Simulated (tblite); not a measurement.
# C3H11NO2Si3: the cost of one run

Computed with tblite 0.8.0 and PySCF 2.14.0, with density-fitted response routines of our own, on a single molecule in the gas phase. Atoms count from 0, in the outputs and in this text.

## 1. The molecule as given

20 atoms, charge 0, multiplicity 1; geometry from: force field or distance geometry start.

Bonds of the start (Å): C0–C1 1.31, C1–Si2 1.86, Si2–O3 1.72, Si2–C4 1.81, C4–O5 1.20, Si2–Si6 2.18, Si6–N7 1.77, N7–Si8 1.81, C0–H9 1.10, C0–H10 1.07, C1–H11 1.08, O3–H12 1.00, C4–H13 1.10, Si6–H14 1.46, Si6–H15 1.51, N7–H16 1.05, Si8–H17 1.47, Si8–H18 1.50, Si8–H19 1.45.

## 2. Geometry optimisation with GFN2-xTB

What the job is given:

```
{"job": {"kind": "relax", "xc": "GFN2-xTB", "basis": "xTB"}, "charge": 0, "multiplicity": 1}
C     -3.338200     1.387400    -0.491500
C     -2.091200     1.224100    -0.844200
Si    -1.110000    -0.116700    -0.007700
O     -1.824100    -0.288700     1.546500
C     -1.426200    -1.656700    -0.906400
O     -0.518400    -2.367300    -1.236900
Si     0.975100     0.453300     0.254000
N      2.139900    -0.402100    -0.770600
Si     3.752600    -0.220500     0.022900
H     -3.939000     2.174700    -0.964500
H     -3.836100     0.785800     0.245100
H     -1.648100     1.864600    -1.594000
H     -1.605400    -1.201700     1.892300
H     -2.434200    -1.985700    -1.196200
H      1.132500     1.889400     0.051600
H      1.344800     0.137800     1.678700
H      1.908800    -1.410000    -0.930500
H      3.890300    -1.085600     1.197400
H      3.759100     1.183500     0.547400
H      4.862600    -0.355100    -0.906100
```

Launch:

```bash
$ OMP_NUM_THREADS=1 python probes_run.py task.json out
```

The driver reads the jobs from task.json and runs them one after another.

Q: Estimate the wall time of this first job on 1 thread of Arm Neoverse N1, shared host.

About 3.7 s.
